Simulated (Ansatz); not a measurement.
# Tantalum, beta-Sn type under r²SCAN: from relaxation to bulk modulus

The plan for tantalum in the beta-Sn type structure: relax it, solve it on a dense k-mesh, switch on spin-orbit coupling, then scale the cell to 7 volumes from 88 to 112 % of the relaxed one and try a fit of the equation of state. The k-meshes are 13×13×9 for the relaxation; 21×21×20 for the dense run; 13×13×12 for spin-orbit coupling; 14×14×14 for the volumes.

Computed with Ansatz 0.2.0 (DFT r2SCAN, plane waves (500 eV) with PAW, scalar-relativistic; the PAW data stem from PBE, with regenerated cores, unless a step says otherwise).

## Step 1: The structure to begin with

Symmetry: I4_1/amd, No. 141, tetragonal system. The conventional cell has a = 5.179 Å, b = 5.179 Å, c = 2.828 Å, α = 90.00°, β = 90.00°, γ = 90.00°. Ta (site symmetry -4m2) is surrounded by 6 Ta at 2.68 to 2.83 Å.

Coordinates:

```xyz
2
Lattice="-2.5897 2.5897 1.4140 2.5897 -2.5897 1.4140 2.5897 2.5897 -1.4140" Properties=species:S:1:pos:R:3 pbc="T T T"
Ta    0.0000    0.0000    0.0000
Ta    0.0000    2.5897    0.7070
```

## Step 2: Geometry optimisation

File input.yaml:

```yaml
crystal:
  lattice:
    - [-2.5897358194, 2.5897358194, 1.4139957574]
    - [2.5897358194, -2.5897358194, 1.4139957574]
    - [2.5897358194, 2.5897358194, -1.4139957574]
  atoms:
    - { symbol: Ta, position: [0.0, 0.0, 0.0] }
    - { symbol: Ta, position: [0.75, 0.25, 0.5] }
hamiltonian:
  xc: r2scan
  pseudopotentials:
    kind: paw
    azcp:
      Ta: "pseudopotentials/Ta.paw.azcp"
basis:
  ecutwfc: 500
  fft_grid_basis: typed
kpoints:
  mp_grid: { grid: [13, 13, 9], shift: [0, 0, 0] }
magnetization:
  spin_polarized: false
scf:
  occupations: { method: fermi_dirac, width: 0.1 }
relax:
  max_steps: 60
  f_tol: 0.01
  cell: {}
```

Run with:

```console
ansatz run input.yaml --threads 1 --pin off --max-ram 3584MiB --backend cpu --events-out ev --progress --plain --runs-dir out
```

After this run come: Dense single point; Spin-orbit coupling switched on; Volume × 0.88; Volume × 0.92; Volume × 0.96; Volume × 1.0; Volume × 1.04; Volume × 1.08; Volume × 1.12.

Before running it: what results should come out? Wanted: space group; conventional cell; volume; shortest distance; gap on the mesh; relative to bcc; highest ELF outside the cores; V₀, B₀, B₀′.

The runs gave:

```
                      quantity                                  value
space group (spins left aside)                          Fddd (No. 70)
             conventional cell  a = 2.878 Å, b = 5.179 Å, c = 9.906 Å
                        volume                         18.452 Å³/atom
             shortest distance                                2.878 Å
               gap on the mesh           none (levels filled in part)
               relative to bcc                          +130 meV/atom
 highest ELF outside the cores     0.62, 1.77 Å from the nearest atom
                   V₀, B₀, B₀′           18.430 Å³/atom, 195 GPa, 3.6
```

What this shows: The relaxation shrank the cell by 2.7 % in volume. What began as beta-Sn type has relaxed into Fddd. What follows belongs to that structure, not to the type named at the start. The mesh has less symmetry than the lattice, which may have let the distortion in. It lies 130 meV/atom above the element's reference form at the same level (bcc, from a run of its own). No gap shows: it is a metal or semimetal at this level. Totals with and without spin-orbit coupling (+23.9 eV/atom apart) can't be read as binding, since the two-component data shift the zero of energy. B₀ comes out at 195 GPa; letting shape and positions relax at each volume could only lower it.
